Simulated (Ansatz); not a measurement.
**BGeH3 (singlet): from Hartree-Fock to the top rungs, cc-pVDZ**

Aim: climb from Hartree-Fock through coupled cluster and multireference methods for BGeH3 (singlet) at one geometry and basis, and see what each rung misses.

Method: cc-pVDZ, core rule «outside noble gas», up to 15 orbitals frozen; program: Ansatz 0.2.0, Gaussian basis.

The runs, in order: UHF; CCSD(T) on RHF; CCSD(T) on UHF; BCCD(T) on RHF; CISD; CCSDT(Q) on RHF; CCSDT(Q) on UHF; CCSDTQ on RHF; CASSCF and MRCISD+Q, 10 electrons in 11 orbitals; CASSCF and NEVPT2, 10 electrons in 11 orbitals.

4 further runs of the same task are left out: 4 set aside as unsound or not needed.

## Step 1: What is computed

The geometry is a PBE0/def2-TZVP stationary point (not a proven minimum). No spin-orbit coupling is included. The filled d shell of Ge may be among the frozen orbitals whatever the setting's name suggests; the logs give the count.

5 atoms, charge 0, spin multiplicity 1.

Atoms are counted from 1 here; the program's logs count them from 0.

Bond lengths: Ge1–B2 1.949 Å, Ge1–H3 1.780 Å, B2–H3 1.366 Å, B2–H4 1.203 Å, B2–H5 1.203 Å. Angles: B2–Ge1–H3 42.7°, Ge1–B2–H3 62.0°, Ge1–B2–H4 120.1°, Ge1–B2–H5 120.1°, H3–B2–H4 106.0°, H3–B2–H5 106.0°, H4–B2–H5 119.4°, Ge1–H3–B2 75.3°.

Coordinates:

```
Ge   -0.0022    0.0000    0.3187
B    -0.0666    0.0000   -1.6292
H     1.1607    0.0000   -1.0289
H    -0.1421   -1.0387   -2.2309
H    -0.1421    1.0387   -2.2309
```

## Step 2: UHF

Contents of in.yaml:

```yaml
crystal:
  periodic: [false, false, false]
  atoms:
    - {symbol: Ge, position_ang: [-0.002248, 0.000000, 0.318665]}
    - {symbol: B, position_ang: [-0.066617, -0.000001, -1.629219]}
    - {symbol: H, position_ang: [1.160664, 0.000000, -1.028885]}
    - {symbol: H, position_ang: [-0.142071, -1.038714, -2.230917]}
    - {symbol: H, position_ang: [-0.142072, 1.038712, -2.230918]}
basis:
  gaussian: {orbitals: cc-pVDZ}
magnetization: {spin_polarized: true, initial_magnetization: 0}
hamiltonian: {xc: hf}
output: {orbitals: {seedname: orbitals}}
```

Run with:

```bash
> ansatz run in.yaml --threads 1 --pin off --events-out ev --progress --plain --max-ram 4096MiB --backend cpu
```

Further steps of the session: CCSD(T) on RHF; CCSD(T) on UHF; BCCD(T) on RHF; CISD; CCSDT(Q) on RHF; CCSDT(Q) on UHF; CCSDTQ on RHF; CASSCF and MRCISD+Q, 10 electrons in 11 orbitals; CASSCF and NEVPT2, 10 electrons in 11 orbitals.

**Question.** What will the summary of the whole plan be? Wanted: RCCSDTQ below the RHF energy; RMP2 from RCCSDTQ; RCCSD from RCCSDTQ; RCCSD(T) from RCCSDTQ; RCCSDT(Q) from RCCSDTQ; NEVPT2 valence from RCCSDTQ; MRCISD+Q valence from RCCSDTQ; T1 diagnostic; effectively unpaired electrons.

As calculated:

| quantity | value |
| --- | --- |
| RCCSDTQ below the RHF energy | -6.0055 eV |
| RMP2 from RCCSDTQ | +27.76 kcal/mol |
| RCCSD from RCCSDTQ | +5.24 kcal/mol |
| RCCSD(T) from RCCSDTQ | +0.92 kcal/mol |
| RCCSDT(Q) from RCCSDTQ | +0.01 kcal/mol |
| NEVPT2 valence from RCCSDTQ | +20.97 kcal/mol |
| MRCISD+Q valence from RCCSDTQ | +0.71 kcal/mol |
| levels within 1 kcal/mol (43 meV) | RCCSD(T), BCCD(T), RCCSDT, RCCSDT(Q), MRCISD+Q valence |
| T1 diagnostic | 0.016 |
| effectively unpaired electrons | 0.06 |

**Reading.** RCCSD(T) misses by +0.92 kcal/mol, 0.7 % of the correlation energy. One determinant dominates. Of the multireference levels listed MRCISD+Q valence comes nearest in total energy (+0.71 kcal/mol), which doesn't show that its space is the better one. These misses are within one basis, not against nature.
